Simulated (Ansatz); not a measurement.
# CH7ClMgO2: the cost of one run

Method: RKS PBE/def2-SVP, in Ansatz 0.2.0.

## 1. The starting structure

Bond lengths: Mg1–Cl2 2.840 Å, Mg1–C3 2.085 Å, Mg1–O5 2.418 Å, Mg1–O7 2.432 Å, C3–H8 1.085 Å, C3–H9 1.085 Å, C3–H10 1.085 Å, O5–H11 0.958 Å, O7–H12 0.962 Å. Angles: Cl2–Mg1–C3 148.8°, Cl2–Mg1–O5 90.2°, Cl2–Mg1–O7 68.1°, C3–Mg1–O5 121.0°, C3–Mg1–O7 121.6°, O5–Mg1–O7 62.9°, Mg1–C3–H8 111.4°, Mg1–C3–H9 113.3°, Mg1–C3–H10 105.9°, H8–C3–H9 108.9°, H8–C3–H10 108.4°, H9–C3–H10 108.8°, Mg1–O5–H11 119.6°, Mg1–O7–H12 176.2°.

Coordinates:

```xyz
12

Mg   -0.6898   -0.2419    0.2280
Cl    0.3231   -2.8788    0.5245
C    -2.0982    1.0427   -0.6167
H     1.5094    0.1223    0.4428
O     1.1413    0.6180    1.5527
H     1.2440   -1.6224   -0.2727
O     1.5480   -0.4626   -0.6975
H    -2.4776    1.7490    0.1136
H    -2.9354    0.5231   -1.0711
H    -1.5712    1.5967   -1.3862
H     1.5551    0.0559    2.2087
H     2.4515   -0.5021   -1.0261
```

## 2. Pulling towards end A

Springs on the bonds that form and break draw the guess towards this end; the thresholds are loose.

input.yaml

```yaml
crystal:
  periodic: [false, false, false]
  atoms:
    - { symbol: Mg, position_ang: [-0.6898, -0.2419, 0.228] }
    - { symbol: Cl, position_ang: [0.3231, -2.8788, 0.5245] }
    - { symbol: C, position_ang: [-2.0982, 1.0427, -0.6167] }
    - { symbol: H, position_ang: [1.5094, 0.1223, 0.4428] }
    - { symbol: O, position_ang: [1.1413, 0.618, 1.5527] }
    - { symbol: H, position_ang: [1.244, -1.6224, -0.2727] }
    - { symbol: O, position_ang: [1.548, -0.4626, -0.6975] }
    - { symbol: H, position_ang: [-2.4776, 1.749, 0.1136] }
    - { symbol: H, position_ang: [-2.9354, 0.5231, -1.0711] }
    - { symbol: H, position_ang: [-1.5712, 1.5967, -1.3862] }
    - { symbol: H, position_ang: [1.5551, 0.0559, 2.2087] }
    - { symbol: H, position_ang: [2.4515, -0.5021, -1.0261] }
basis:
  gaussian: { orbitals: def2-SVP }
hamiltonian:
  xc: pbe
relax:
  f_tol: 0.15
  max_steps: 25
  restrain:
    - { distance: [0, 4], at: 3.37, k: 30.0 }
    - { distance: [3, 6], at: 2.27, k: 30.0 }
    - { distance: [5, 1], at: 2.63, k: 30.0 }
    - { distance: [0, 1], at: 2.43, k: 30.0 }
    - { distance: [3, 4], at: 0.97, k: 30.0 }
    - { distance: [5, 6], at: 0.97, k: 30.0 }
```

Run with:

```
ansatz run input.yaml --threads 2 --pin off --max-ram 3072MiB --backend cpu --events-out ev --progress --plain --runs-dir out
```

What time and memory should one allow on 2 threads of Arm Neoverse V1, shared host?

About 45 s, with a peak of 0.16 GiB.
